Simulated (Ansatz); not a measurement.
I need a test of the smearing width of WC, space group Fm-3m. Use Ansatz's Python interface. Settings (first run): r2SCAN, PAW, the default cutoff (500 eV here), 12×12×12 k-points, Fermi-Dirac smearing of 0.25 eV. The script varies width (eV): 0.25, 0.15, 0.1, 0.05, 0.025.

```xyz
2
Lattice="0.0000 2.1927 2.1927 2.1927 0.0000 2.1927 2.1927 2.1927 0.0000" Properties=species:S:1:pos:R:3 pbc="T T T"
W     0.0000    0.0000    0.0000
C     2.1927    2.1927    2.1927
```

Script `wc_smear.py`:
```python
"""Smearing width test for WC."""

import logging
import sys

import ansatz
import pandas as pd

logging.basicConfig(stream=sys.stdout, format="%(name)s: %(message)s")
logger = logging.getLogger("calc")
logger.setLevel(logging.INFO)

config = {
    "k_spacing": 0.22,
    "functional": "r2scan",
}

crystal = (
    ansatz.Lattice.of((0.0, 2.192684, 2.192684), (2.192684, 0.0, 2.192684), (2.192684, 2.192684, 0.0))
    .atom("W", (0.0, 0.0, 0.0))
    .atom("C", (0.5, 0.5, 0.5))
)

calc = (
    crystal.calculation()
    .kpoints(spacing=config["k_spacing"])
    .functional(config["functional"])
)

rows = []
for value in [0.25, 0.15, 0.1, 0.05, 0.025]:
    r = calc.occupations("fermi_dirac", width=value).run().report
    rows.append((value, r["free_energy_ev"] / len(r["lattice"]["sites"]), r["n_iterations"], r["n_kpoints"]))

table = pd.DataFrame(rows, columns=["width (eV)", "F/atom (eV)", "iterations", "k-points"])
print(table.round(5).to_string(index=False))

# the last row is the reference
for row in rows[:-1]:
    shift = 1000 * (row[1] - rows[-1][1])
    logger.info(f"{row[0]}: {shift:+.2f} meV/atom" + ("  (within 5 meV)" if abs(shift) < 5 else ""))
```

Output of `python wc_smear.py`:
```text
DeckWarning: basis.ecutwfc = 500 eV, auto-derived from the records' recommended cutoffs: set by W (their level for a meta-GGA)
 width (eV)  F/atom (eV)  iterations  k-points
      0.250  -5324.21646           7        72
      0.150  -5324.18459           7        72
      0.100  -5324.17534           7        72
      0.050  -5324.17076           7        72
      0.025  -5324.16997           7        72
calc: 0.25: -46.50 meV/atom
calc: 0.15: -14.62 meV/atom
calc: 0.1: -5.37 meV/atom
calc: 0.05: -0.79 meV/atom  (within 5 meV)
```
(Warnings from the package without file and line.)

Going from 0.025 to 0.25 eV changes F by -46.5 meV an atom. With this scheme F falls roughly as the square of the width; the report's estimate for zero width (energy_sigma0_ev) moves by only +4.0 meV.

Spin is left out of this run. For a metal this k-point mesh is coarse: on a finer one energies can move by several to tens of meV an atom and pressures by half a GPa or more, differences at one mesh by less. The smearing is wide enough that free energy and stress hold a thermal part of the electrons. The narrowest width needs the finest mesh, so the last row is no converged reference. Spin-orbit coupling, which matters for elements this heavy, is left out. This cell is a computed structure, which may not be the phase found in nature. Timing: 17 s on 1 thread of Arm Neoverse V1, on a shared host, peak memory 0.44 GiB.
